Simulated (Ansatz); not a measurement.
# Sn3TeW: the cost of one run

Program: Ansatz 0.2.0. Level of theory: DFT PBE, scalar-relativistic, plane waves, PAW. These are calculated values, not measurements.

## Step 1: The system as given

The structure is cubic, space group Pm-3m (No. 221). Conventional cell: a = 5.188 Å, b = 5.188 Å, c = 5.188 Å, α = 90.00°, β = 90.00°, γ = 90.00°. Around Sn (site symmetry 4/mmm) lie 2 W at 2.59 Å and 8 Sn at 3.67 Å and 4 Te at 3.67 Å. Te (site symmetry m-3m) has 12 Sn at 3.67 Å as nearest neighbours. W (site symmetry m-3m) has 6 Sn at 2.59 Å as nearest neighbours.

As a file:

```
Sn Te W
1.0
     5.18796    0.00000    0.00000
     0.00000    5.18796    0.00000
     0.00000    0.00000    5.18796
Sn Te W
3 1 1
Cartesian
  2.5940 0.0000 0.0000
  0.0000 2.5940 0.0000
  0.0000 0.0000 2.5940
  2.5940 2.5940 2.5940
  0.0000 0.0000 0.0000
```

The cell is invented: species swapped into a database cell of CaBPd3 (Pm-3m, No. 221), with Te on the Ca sites, W on the B sites and Sn on the Pd sites. Lengths come from tabulated atomic sizes and are only a guess.

## Step 2: A first look at the guess

input.yaml

```yaml
crystal:
  lattice:
    - [5.18795641, 0.0, 0.0]
    - [0.0, 5.18795641, 0.0]
    - [0.0, 0.0, 5.18795641]
  atoms:
    - { symbol: Sn, position: [0.5, 0.0, 0.0] }
    - { symbol: Sn, position: [0.0, 0.5, 0.0] }
    - { symbol: Sn, position: [0.0, 0.0, 0.5] }
    - { symbol: Te, position: [0.5, 0.5, 0.5] }
    - { symbol: W, position: [0.0, 0.0, 0.0] }
basis:
  ecutwfc: 420
kpoints:
  mp_grid: { grid: [4, 4, 4] }
hamiltonian:
  xc: pbe
scf:
  occupations: { method: gaussian, width: 0.1 }
  lower_state_search: "off"
output:
  forces: true
  stress: true
  eigenvalues: true
```

Command:

```bash
ansatz run input.yaml --threads 1 --pin off --max-ram 2560MiB --backend cpu --events-out ev --progress --plain --runs-dir out
```

Q: Estimate wall time and peak memory on 1 thread of Arm Neoverse N1, shared host.

About 7.3 s, with a peak of 0.4 GiB.
